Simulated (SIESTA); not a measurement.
The system is SiF.

```
Si F
1.0
     3.02860    0.00000    0.00000
     0.00000    3.02860    0.00000
     0.00000    0.00000    3.02860
Si F
1 1
Cartesian
  1.5143 1.5143 1.5143
  0.0000 0.0000 0.0000
```

The cell was built by a generator and needn't be a form met in nature.

Base run:

| Quantity | Value |
| --- | --- |
| Program | SIESTA 5.4.2 |
| Functional | vdW-DF |
| Potentials or basis | PseudoDojo 0.4 standard (PBE files) |
| Basis | DZP (energy shift 0.003 Ry) |
| Grid cutoff | 800 Ry |
| Energy shift | 0.003 Ry |
| k mesh | 9 × 9 × 9 |
| Occupations | fermi-dirac, width 0.05 eV |
| Spin | no spin polarisation |

Its results: band gap on the k mesh none (metal or under the smearing width); pressure 6.1 GPa.

**Question.** The run is repeated on the same cell with these changes: functional from vdW-DF to vdW-DF-C09. What comes out?

**Answer.** Band gap on the k mesh none (metal or under the smearing width); pressure -1.7 GPa.

Caveats: the potentials were made for another functional, which shifts forces and pressure; the basis of atomic orbitals isn't converged, which shifts pressures, moduli and gaps; an odd number of electrons without spin polarisation forces a metal; a magnetic or distorted state may lie lower.
